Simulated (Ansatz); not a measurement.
**C₂H₅FSi: basis-set convergence**

The task here is to estimate one member of a computed series from the others.

Method: one geometry, several basis sets; program: Ansatz 0.2.0, Gaussian basis.

Plan: PBE0-D4/def2-SVP; ωB97M-V/def2-SVP; PBE0-D4/def2-QZVPP; ωB97M-V/def2-QZVPP; the functionals' def2-TZVPP values are taken from earlier runs.

## The geometry

All runs share one geometry, relaxed beforehand with PBE0-D4 in a triple-zeta def2 set.

SMILES `FC1C[SiH2]1`, 9 atoms, charge 0, spin multiplicity 1.

Atoms are counted from 1 here; the program's logs count them from 0.

Bond lengths: F1–C2 1.372 Å, C2–C3 1.522 Å, C2–Si4 1.863 Å, C2–H5 1.088 Å, C3–Si4 1.860 Å, C3–H6 1.087 Å, C3–H7 1.085 Å, Si4–H8 1.478 Å, Si4–H9 1.476 Å. Angles: F1–C2–C3 116.1°, F1–C2–Si4 122.7°, F1–C2–H5 110.6°, C3–C2–Si4 65.8°, C3–C2–H5 115.4°, Si4–C2–H5 119.1°, C2–C3–Si4 66.0°, C2–C3–H6 113.5°, C2–C3–H7 117.8°, Si4–C3–H6 113.5°, Si4–C3–H7 124.8°, H6–C3–H7 113.1°, C2–Si4–C3 48.2°, C2–Si4–H8 119.3°, C2–Si4–H9 119.0°, C3–Si4–H8 121.2°, C3–Si4–H9 116.4°, H8–Si4–H9 115.9°.

As a file:

```
F    -1.4896    0.9600    0.9993
C    -0.7667    0.5111   -0.0768
C     0.7471    0.5960    0.0523
Si    0.0958   -1.1405   -0.0933
H    -1.1784    0.9014   -1.0050
H     1.0835    0.8501    1.0547
H     1.2925    1.1204   -0.7252
H     0.1958   -1.8924   -1.3621
H     0.1085   -1.9524    1.1390
```

Set-up of the first run:

Input file in.yaml:

```yaml
crystal:
  periodic: [false, false, false]
  atoms:
    - {symbol: F, position_ang: [-1.489593, 0.960019, 0.999296]}
    - {symbol: C, position_ang: [-0.766728, 0.511095, -0.076843]}
    - {symbol: C, position_ang: [0.747097, 0.596010, 0.052327]}
    - {symbol: Si, position_ang: [0.095843, -1.140534, -0.093284]}
    - {symbol: H, position_ang: [-1.178406, 0.901374, -1.005045]}
    - {symbol: H, position_ang: [1.083522, 0.850051, 1.054733]}
    - {symbol: H, position_ang: [1.292483, 1.120432, -0.725192]}
    - {symbol: H, position_ang: [0.195817, -1.892361, -1.362099]}
    - {symbol: H, position_ang: [0.108466, -1.952387, 1.139006]}
basis:
  gaussian: {orbitals: def2-SVP}
hamiltonian: {xc: pbe0, dispersion: d4}
output: {orbitals: {seedname: orbitals}}
```

Started as:

```console
> ansatz run in.yaml --threads 2 --pin off --events-out ev --progress --plain --max-ram 4352MiB
```

Among the steps run: PBE0-D4 in def2-SVP; ωB97M-V in def2-SVP; PBE0-D4 in def2-QZVPP; ωB97M-V in def2-QZVPP.

One of the session's tables, all rows but one given; the rest of the session is left out.

It belongs to the step «Density functionals: the series». 

```
functional       basis  HOMO (eV)  LUMO (eV)
   PBE0-D4    def2-SVP          ?          ?
   PBE0-D4  def2-TZVPP      -7.08      -0.02
   PBE0-D4  def2-QZVPP      -7.10      -0.16
   ωB97M-V    def2-SVP      -9.20       2.35
   ωB97M-V  def2-TZVPP      -9.26       1.65
   ωB97M-V  def2-QZVPP      -9.28       1.29
```

**Question.** Estimate the row for PBE0-D4, def2-SVP.

The run gave: HOMO (eV): -7.03; LUMO (eV): 0.43. In the column «HOMO (eV)» it is the highest.
